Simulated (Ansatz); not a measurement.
**HfO2 (Fm-3m): an equation of state far from equilibrium**

One table from this session's results is given with a row withheld; the runs are named, their logs left out.

Program: Ansatz 0.2.0. Level of theory: DFT r²SCAN, scalar-relativistic, plane waves, PAW. These are calculated values, not measurements.

### The system as given

It takes space group Fm-3m (No. 225, cubic). Conventional cell: a = 5.058 Å, b = 5.058 Å, c = 5.058 Å, α = 90.00°, β = 90.00°, γ = 90.00°. Hf (site symmetry m-3m) is surrounded by 8 O at 2.19 Å. Around O (site symmetry -43m) lie 4 Hf at 2.19 Å.

Structure file:

```
Hf O
1.0
     0.00000    2.52918    2.52918
     2.52918    0.00000    2.52918
     2.52918    2.52918    0.00000
Hf O
1 2
Direct
  0.00000 0.00000 0.00000
  0.25000 0.25000 0.25000
  0.75000 0.75000 0.75000
```

This cell comes from an earlier session at r²SCAN: 10.786 Å³/atom at 0.02 GPa, on a 8×8×8 mesh.

Set-up of the first run:

The input, input.yaml:

```yaml
crystal:
  lattice:
    - [0.0, 2.494992803, 2.494992803]
    - [2.494992803, 0.0, 2.494992803]
    - [2.494992803, 2.494992803, 0.0]
  atoms:
    - { symbol: Hf, position: [0.0, 0.0, 0.0] }
    - { symbol: O, position: [0.25, 0.25, 0.25] }
    - { symbol: O, position: [0.75, 0.75, 0.75] }
basis:
  ecutwfc: 500
  ecutrho_ratio: 4
kpoints:
  mp_grid: { grid: [8, 8, 8] }
hamiltonian:
  xc: r2scan
scf:
  occupations: { method: gaussian, width: 0.05 }
output:
  forces: true
  stress: true
  eigenvalues: true
```

Started as:

```console
$ ansatz run input.yaml --threads 1 --pin off --max-ram 2560MiB --backend cpu --events-out ev --progress --plain --runs-dir out
```

Among the steps run: Volume × 0.96; Volume × 1.04; Volume × 0.92; Volume × 0.88; Volume × 0.84; Volume × 0.8.

One table of the session follows, with a row left open; its other results are not shown here.

It belongs to the step «The curve». 

```
volume (Å³/atom)  energy above the lowest (meV/atom)  pressure (GPa)  gap on the mesh (eV)
           8.629                               533.7            95.9                  4.83
           9.060                               314.6            67.8                  4.74
           9.491                                   ?               ?                     ?
           9.923                                67.4            26.9                  4.52
          10.354                                15.7            12.1                  4.41
          10.786                                 0.0             0.0                  4.30
          11.217                                13.6            -9.8                  4.20
```

Q: Estimate the row for volume (Å³/atom) = 9.491 from the others.

Worked estimate for «energy above the lowest (meV/atom)». A straight line through the neighbours (9.060, 314.6) and (9.923, 67.4) gives 314.6 + (67.4 − 314.6) × (9.491 − 9.060) / (9.923 − 9.060) = 191.1; a parabola fitted to 4 rows on both sides gives 163.2.

As computed: energy above the lowest (meV/atom): 163.6; pressure (GPa): 45.2; gap on the mesh (eV): 4.63. In «energy above the lowest (meV/atom)» the line misses by +27.5 and the parabola by -0.4.

To keep in mind: Other structures may be lower in enthalpy at these pressures.
